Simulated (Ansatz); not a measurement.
# H5InOSi: one species, many methods

One table from this session's results is given with a row withheld; the runs are named, their logs left out.

Program: Ansatz 0.2.0, Gaussian basis. Level of theory: functionals in def2-TZVPP, the program's frozen cores in correlated methods. These are calculated values, not measurements.

Plan: LDA (SPW92), PBE-D4, revPBE-D4, BLYP-D4, r2SCAN-D4, B97M-V, PBE0-D4, B3LYP-D4, r2SCANh-D4, r2SCAN0-D4, HSE06-D4, BHLYP-D4, CAM-B3LYP-D4, LC-ωPBE, ωB97X-V, ωB97M-V, B2PLYP, PBE-QIDH; CCSD(T)/def2-SVP; CCSD(T)/def2-TZVPP; MP2/def2-QZVPP; extrapolation to the limit; RPA on PBE.

## The geometry

All runs share one geometry, relaxed beforehand with PBE0-D4 in a triple-zeta def2 set. In takes the def2 core potential; no spin-orbit term is included.

8 atoms, charge 0, spin multiplicity 1.

Atoms are counted from 1 here; the program's logs count them from 0.

Bond lengths: O1–In2 2.038 Å, O1–H4 0.959 Å, Si3–H5 1.492 Å, Si3–H6 1.479 Å, Si3–H7 1.494 Å, Si3–H8 1.479 Å. Angles: In2–O1–H4 126.3°, H5–Si3–H6 111.0°, H5–Si3–H7 105.6°, H5–Si3–H8 111.0°, H6–Si3–H7 107.8°, H6–Si3–H8 113.2°, H7–Si3–H8 107.8°.

Coordinates:

```mol
H5InOSi
  3D, bonds by distance, orders not assigned

  8  6  0  0  0  0  0  0  0  0999 V2000
   -1.5381    0.4936   -0.4252 O   0  0
   -1.0370    1.7196   -1.9744 In  0  0
    0.9770   -0.5185    0.4889 Si  0  0
   -2.4220    0.3356   -0.0896 H   0  0
    1.1887    0.3864   -0.6789 H   0  0
    0.4031    0.2206    1.6347 H   0  0
    2.3381   -0.9892    0.8853 H   0  0
    0.1822   -1.7051    0.1035 H   0  0
  1  2  8  0
  1  4  8  0
  3  5  8  0
  3  6  8  0
  3  7  8  0
  3  8  8  0
M  END
```

The first run:

File in.yaml:

```yaml
crystal:
  periodic: [false, false, false]
  atoms:
    - {symbol: O, position_ang: [-1.538053, 0.493601, -0.425237]}
    - {symbol: In, position_ang: [-1.037021, 1.719559, -1.974436]}
    - {symbol: Si, position_ang: [0.977021, -0.518544, 0.488853]}
    - {symbol: H, position_ang: [-2.422049, 0.335629, -0.089640]}
    - {symbol: H, position_ang: [1.188703, 0.386398, -0.678877]}
    - {symbol: H, position_ang: [0.403139, 0.220595, 1.634652]}
    - {symbol: H, position_ang: [2.338085, -0.989164, 0.885293]}
    - {symbol: H, position_ang: [0.182175, -1.705073, 0.103494]}
basis:
  gaussian: {orbitals: def2-TZVPP}
hamiltonian: {xc: lda}
output: {orbitals: {seedname: orbitals}}
```

Run with:

```console
$ ansatz run in.yaml --threads 2 --pin off --events-out ev --progress --plain --max-ram 4352MiB
```

Steps of the session up to this table: LDA; PBE-D4 (GGA); revPBE-D4 (GGA); BLYP-D4 (GGA); r2SCAN-D4 (meta-GGA); B97M-V (meta-GGA); PBE0-D4 (hybrid); B3LYP-D4 (hybrid); r2SCANh-D4 (hybrid); r2SCAN0-D4 (hybrid); HSE06-D4 (hybrid); BHLYP-D4 (hybrid); CAM-B3LYP-D4 (range-separated); LC-ωPBE (range-separated); ωB97X-V (range-separated); ωB97M-V (range-separated); B2PLYP (double hybrid); PBE-QIDH (double hybrid).

One table of the session follows, with a row left open; its other results are not shown here.

It belongs to the step «Orbital energies across the functionals». 

```
  functional  HOMO (eV)  LUMO (eV)  gap (eV)
 LDA (SPW92)      -6.00      -2.33      3.67
      PBE-D4      -5.75      -2.08      3.67
   revPBE-D4      -5.67      -1.98      3.69
     BLYP-D4      -5.67      -2.03      3.64
   r2SCAN-D4      -6.01      -1.86      4.15
      B97M-V      -5.87      -2.06      3.81
     PBE0-D4      -6.83      -1.43      5.40
    B3LYP-D4      -6.70      -1.66      5.04
  r2SCANh-D4      -6.43      -1.63      4.79
  r2SCAN0-D4      -7.03      -1.30      5.74
    HSE06-D4      -6.43      -1.77      4.66
    BHLYP-D4      -7.79      -0.81      6.98
CAM-B3LYP-D4      -8.13      -0.63      7.49
     LC-ωPBE          ?          ?         ?
     ωB97X-V      -8.98       0.27      9.25
     ωB97M-V      -8.96       0.02      8.97
```

**Question.** Estimate the row for LC-ωPBE.

As computed: HOMO (eV): -9.24; LUMO (eV): 0.36; gap (eV): 9.60. In the column «HOMO (eV)» it is the lowest.
